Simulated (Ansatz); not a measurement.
This script drives Ansatz's Python interface.

Contents of `ws2.cif`:
```cif
data_WS2
_cell_length_a 3.183516
_cell_length_b 3.183516
_cell_length_c 16.950578
_cell_angle_alpha 90.00000
_cell_angle_beta 90.00000
_cell_angle_gamma 120.00000
_symmetry_space_group_name_H-M 'P 1'
_symmetry_Int_Tables_number 1
loop_
_symmetry_equiv_pos_as_xyz
'x, y, z'
loop_
_atom_site_label
_atom_site_type_symbol
_atom_site_fract_x
_atom_site_fract_y
_atom_site_fract_z
W1 W    0.333333    0.666667    0.000000
S2 S    0.666667    0.333333    0.907999
S3 S    0.666667    0.333333    0.092001
```

The script, `ws2_kconv.py`:
```python
"""k-point test for WS2."""

import csv
import warnings

import ansatz as az
from ase.io import read


def main() -> None:
    warnings.simplefilter("ignore", az.DeckWarning)

    atoms = read("ws2.cif")
    xtal = az.Crystal.from_ase(atoms)

    job = xtal.calculation().occupations("fermi_dirac").functional("r2SCAN", dispersion="d4").basis(21 * az.Ha)

    rows = []
    for value in [(3, 3, 1), (4, 4, 1), (5, 5, 1), (6, 6, 1), (8, 8, 2), (10, 10, 2)]:
        r = job.kpoints(mesh=value).run(threads=1).report
        rows.append((value, r["free_energy_ev"] / len(r["lattice"]["sites"]), r["n_iterations"], r["n_kpoints"]))

    with open("kconv.csv", "w", newline="") as handle:
        writer = csv.writer(handle)
        writer.writerow(["mesh", "F/atom (eV)", "iterations", "k-points"])
        writer.writerows([round(v, 5) if isinstance(v, float) else v for v in row] for row in rows)

    # differences from the last row
    for row in rows[:-1]:
        shift = 1000 * (row[1] - rows[-1][1])
        print(f"{row[0]}: {shift:+.2f} meV/atom" + ("  (within 5 meV)" if abs(shift) < 5 else ""))


if __name__ == "__main__":
    main()
```

It is started by `python ws2_kconv.py`. How long does it take on 1 thread of Intel(R) Xeon(R) Processor @ 2.30GHz, on a shared host, and how much memory does it need?

It took about 50 s, with a peak of 0.87 GiB, for 6 runs of the engine.

```console
$ python ws2_kconv.py
(3, 3, 1): +6.90 meV/atom
(4, 4, 1): -17.85 meV/atom
(5, 5, 1): +0.16 meV/atom  (within 5 meV)
(6, 6, 1): +0.92 meV/atom  (within 5 meV)
(8, 8, 2): +0.07 meV/atom  (within 5 meV)
```

File `kconv.csv` afterwards:
```csv
mesh,F/atom (eV),iterations,k-points
"(3, 3, 1)",-4070.63687,8,3
"(4, 4, 1)",-4070.66162,7,4
"(5, 5, 1)",-4070.64361,7,5
"(6, 6, 1)",-4070.64284,7,7
"(8, 8, 2)",-4070.6437,7,20
"(10, 10, 2)",-4070.64377,7,28
```

From 5×5×1 on it stays within 5 meV an atom of the value at 10×10×2; the first row (3×3×1) is off by 6.9 meV and the last but one by 0.07 meV. It goes up and down, since the sum over k-points isn't variational. The last run costs about 2.5 times the first.

Reading the output:
- Spin is left out of this run.
- The cell holds layers, chains or clusters in vacuum, no bulk phase.
- Points of the mesh across the vacuum add cost only.
- Spin-orbit coupling, which matters for elements this heavy, is left out.
- The structure comes from a database of computed cells and needn't be a stable or known phase.
- Shifts are counted from the finest mesh, which is itself no proven limit.
